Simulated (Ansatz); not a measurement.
# C2H10BNSi: small, medium and large basis sets

One table from this session's results is given with a row withheld; the runs are named, their logs left out.

Program: Ansatz 0.2.0, Gaussian basis. Level of theory: one geometry, several basis sets. These are calculated values, not measurements.

Plan: PBE0-D4/def2-SVP; ωB97M-V/def2-SVP; PBE0-D4/def2-QZVPP; ωB97M-V/def2-QZVPP; the functionals' def2-TZVPP values are taken from earlier runs.

**The relaxed structure**

The geometry comes from an earlier relaxation with PBE0-D4 in a triple-zeta def2 set; it is a stationary point, not always the lowest conformer.

SMILES `CBN[SiH2]C`, 15 atoms, charge 0, spin multiplicity 1.

Atoms are counted from 1 here; the program's logs count them from 0.

Bond lengths: C1–B2 1.569 Å, C1–H6 1.095 Å, C1–H7 1.093 Å, C1–H8 1.097 Å, B2–N3 1.406 Å, B2–H9 1.204 Å, N3–Si4 1.748 Å, N3–H10 1.009 Å, Si4–C5 1.864 Å, Si4–H11 1.487 Å, Si4–H12 1.489 Å, C5–H13 1.092 Å, C5–H14 1.093 Å, C5–H15 1.092 Å. Angles: B2–C1–H6 110.2°, B2–C1–H7 115.7°, B2–C1–H8 109.5°, H6–C1–H7 107.8°, H6–C1–H8 105.4°, H7–C1–H8 107.8°, C1–B2–N3 122.9°, C1–B2–H9 119.6°, N3–B2–H9 117.5°, B2–N3–Si4 128.1°, B2–N3–H10 116.2°, Si4–N3–H10 115.6°, N3–Si4–C5 112.4°, N3–Si4–H11 109.9°, N3–Si4–H12 106.0°, C5–Si4–H11 109.6°, C5–Si4–H12 110.1°, H11–Si4–H12 108.6° and more.

Set-up of the first run:

in.yaml reads:

```yaml
crystal:
  periodic: [false, false, false]
  atoms:
    - {symbol: C, position_ang: [-1.890350, 0.231983, -0.673134]}
    - {symbol: B, position_ang: [-0.896228, -0.870649, -1.180602]}
    - {symbol: N, position_ang: [0.289334, -1.200589, -0.500813]}
    - {symbol: Si, position_ang: [0.915432, -0.507139, 0.976667]}
    - {symbol: C, position_ang: [1.513346, 1.242452, 0.741152]}
    - {symbol: H, position_ang: [-2.907297, -0.170783, -0.621819]}
    - {symbol: H, position_ang: [-1.654822, 0.670139, 0.300477]}
    - {symbol: H, position_ang: [-1.937327, 1.047027, -1.405141]}
    - {symbol: H, position_ang: [-1.138172, -1.465975, -2.198411]}
    - {symbol: H, position_ang: [0.856598, -1.923544, -0.918590]}
    - {symbol: H, position_ang: [-0.128933, -0.539945, 2.034601]}
    - {symbol: H, position_ang: [2.044261, -1.382387, 1.395633]}
    - {symbol: H, position_ang: [0.699296, 1.890192, 0.407690]}
    - {symbol: H, position_ang: [1.905136, 1.645007, 1.679057]}
    - {symbol: H, position_ang: [2.308025, 1.283412, -0.007367]}
basis:
  gaussian: {orbitals: def2-SVP}
hamiltonian: {xc: pbe0, dispersion: d4}
output: {orbitals: {seedname: orbitals}}
```

Among the steps run: PBE0-D4 in def2-SVP; ωB97M-V in def2-SVP; PBE0-D4 in def2-QZVPP; ωB97M-V in def2-QZVPP.

One of the session's tables, all rows but one given; the rest of the session is left out.

It belongs to the step «Density functionals: the series». 

| functional | basis | HOMO (eV) | LUMO (eV) |
| --- | --- | --- | --- |
| PBE0-D4 | def2-SVP | -7.98 | 0.49 |
| PBE0-D4 | def2-TZVPP | -8.06 | 0.27 |
| PBE0-D4 | def2-QZVPP | -8.07 | 0.19 |
| ωB97M-V | def2-SVP | -10.25 | 2.49 |
| ωB97M-V | def2-TZVPP | ? | ? |
| ωB97M-V | def2-QZVPP | -10.36 | 1.46 |

**Question.** Estimate the row for ωB97M-V, def2-TZVPP.

The run gave: HOMO (eV): -10.35; LUMO (eV): 2.07. In the column «HOMO (eV)» it lies between ωB97M-V, def2-QZVPP (-10.36) and ωB97M-V, def2-SVP (-10.25).
